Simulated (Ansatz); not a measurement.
# CH6BNO2 (SMILES OBNCO) at HF/def2-SVP

What is the energy change on altering one bond length of CH6BNO2 at HF/def2-SVP? 

Program for the calculation: Ansatz 0.2.0.

112 further runs of the same task are left out: 112 set aside as unsound or not needed.

## Step 1: The structure to begin with

CH6BNO2: 11 atoms, total charge 0, spin state singlet. SMILES: `OBNCO`. The shape is that of a PBE0-D4/def2-TZVP optimisation. This is a higher conformer, about 10 kJ/mol above the lowest found by a separate search.

Bond lengths: O1–B2 1.362 Å, B2–N3 1.416 Å, N3–C4 1.423 Å, C4–O5 1.424 Å, O1–H6 0.965 Å, B2–H7 1.197 Å, N3–H8 1.004 Å, C4–H9 1.100 Å, C4–H10 1.096 Å, O5–H11 0.962 Å. Some angles: O1–B2–N3 121.8°, B2–N3–C4 124.5°, N3–C4–O5 109.1°, O1–B2–H7 118.8°, N3–B2–H7 119.3°, B2–O1–H6 111.4°, B2–N3–H8 119.6°, C4–N3–H8 115.8°, N3–C4–H9 110.6°, N3–C4–H10 109.5°.

## Step 2: A single-point energy at HF/def2-SVP

Input file input.yaml:

```yaml
crystal:
  periodic: [false, false, false]
  atoms:
    - {symbol: O, position_ang: [-0.365300, 1.867300, 0.524000]}
    - {symbol: B, position_ang: [-0.151000, 0.776300, 1.310700]}
    - {symbol: N, position_ang: [0.041300, -0.514500, 0.761600]}
    - {symbol: C, position_ang: [-0.074500, -0.827100, -0.621300]}
    - {symbol: O, position_ang: [0.833500, -0.016400, -1.360600]}
    - {symbol: H, position_ang: [-0.145900, 1.684700, -0.397300]}
    - {symbol: H, position_ang: [-0.135500, 0.915900, 2.499600]}
    - {symbol: H, position_ang: [0.344000, -1.265700, 1.354800]}
    - {symbol: H, position_ang: [-1.095800, -0.629000, -0.978300]}
    - {symbol: H, position_ang: [0.142100, -1.890000, -0.774600]}
    - {symbol: H, position_ang: [0.672700, -0.158500, -2.298200]}
basis:
  gaussian: {orbitals: def2-SVP}
hamiltonian: {xc: hf}
accuracy: high
output: {orbitals: {seedname: orbitals}}
```

Started as:

```
$ ansatz run input.yaml --threads 1 --pin off --max-ram 3480MiB --events-out events.jsonl --progress --plain --runs-dir runs
```

The program printed:

```text
Warning: RAYON_NUM_THREADS=1 ignored (pool sized by the plan → 1); use --threads N
Functional definition: HF
  name "HF"
  exchange = exact_x
  correlation = 0
2436 factors; integrals over basis functions are off by at most 3.5e-9 eV
mean field evaluation 1: about -7345.5402 eV, gradient 4.4e1 eV
mean field evaluation 2: about -7345.6713 eV, gradient 4.4e1 eV
mean field evaluation 4: about -7349.6947 eV, gradient 3.6e0 eV
mean field evaluation 8: about -7349.7401 eV, gradient 2.4e-1 eV
mean field evaluation 16: about -7349.7403 eV, gradient 1.3e-8 eV
mean field -7349.74025758 eV, -270.0979726334 hartree, gradient 1.3e-8 eV, S^2 0.000000; 0 other end points of the search recorded, 0 dependent functions left out
reference -7349.74025758 eV, -270.0979726334 hartree; 20, 20 occupied and 80, 80 virtual orbitals, 2436 factors
Total energy: -7349.74025758 eV, -270.0979726334 hartree
```

Wall time 3.9 s (1 thread of Arm Neoverse V1, shared host); peak memory 0.31 GiB.

## Step 3: The distorted shape at the same level

Input file input.yaml:

```yaml
crystal:
  periodic: [false, false, false]
  atoms:
    - {symbol: O, position_ang: [-0.307397, 2.023607, 1.215481]}
    - {symbol: B, position_ang: [-0.093097, 0.932607, 2.002181]}
    - {symbol: "N", position_ang: [0.099203, -0.358193, 1.453081]}
    - {symbol: C, position_ang: [-0.074500, -0.827100, -0.621300]}
    - {symbol: O, position_ang: [0.833500, -0.016400, -1.360600]}
    - {symbol: H, position_ang: [-0.087997, 1.841007, 0.294181]}
    - {symbol: H, position_ang: [-0.077597, 1.072207, 3.191081]}
    - {symbol: H, position_ang: [0.401903, -1.109393, 2.046281]}
    - {symbol: H, position_ang: [-1.095800, -0.629000, -0.978300]}
    - {symbol: H, position_ang: [0.142100, -1.890000, -0.774600]}
    - {symbol: H, position_ang: [0.672700, -0.158500, -2.298200]}
basis:
  gaussian:
    orbitals: def2-SVP
hamiltonian:
  xc: hf
accuracy: high
output: {orbitals: {seedname: orbitals}}
```

Started as:

```
$ ansatz run input.yaml --threads 1 --pin off --max-ram 3480MiB --events-out events.jsonl --progress --plain --runs-dir runs
```

The program printed:

```text
Warning: RAYON_NUM_THREADS=1 ignored (pool sized by the plan → 1); use --threads N
[... 4 set-up lines as earlier in the session ...]
2407 factors; integrals over basis functions are off by at most 3.2e-9 eV
mean field evaluation 1: about -7340.6764 eV, gradient 4.8e1 eV
mean field evaluation 2: about -7340.7933 eV, gradient 4.8e1 eV
mean field evaluation 4: about -7346.0204 eV, gradient 4.4e0 eV
mean field evaluation 8: about -7346.1075 eV, gradient 4.4e-1 eV
mean field -7346.10906202 eV, -269.9645286578 hartree, gradient 7.1e-8 eV, S^2 0.000000; 0 other end points of the search recorded, 0 dependent functions left out
reference -7346.10906202 eV, -269.9645286578 hartree; 20, 20 occupied and 80, 80 virtual orbitals, 2407 factors
Total energy: -7346.10906202 eV, -269.9645286578 hartree
```

Wall time 3.6 s (1 thread of Arm Neoverse V1, shared host); peak memory 0.3 GiB.

## Step 4: Results

At HF/def2-SVP:

| quantity | value |
| --- | --- |
| first shape: total energy | -270.09797 Eh |
| first shape: HOMO energy | -11.04 eV |
| first shape: LUMO energy | 4.22 eV |
| first shape: HOMO–LUMO gap | 15.26 eV |
| distorted shape: total energy | -269.96453 Eh |
| distorted shape: HOMO energy | -10.60 eV |
| distorted shape: LUMO energy | 2.61 eV |
| distorted shape: HOMO–LUMO gap | 13.22 eV |
| energy change with the N3–C4 bond stretched from 1.423 to 2.134 Å | 3.631 eV |

With the N3–C4 bond stretched from 1.423 to 2.134 Å the energy rises by 3.63 eV (350 kJ/mol). The first shape isn't relaxed at this level, so the change isn't measured from a minimum.
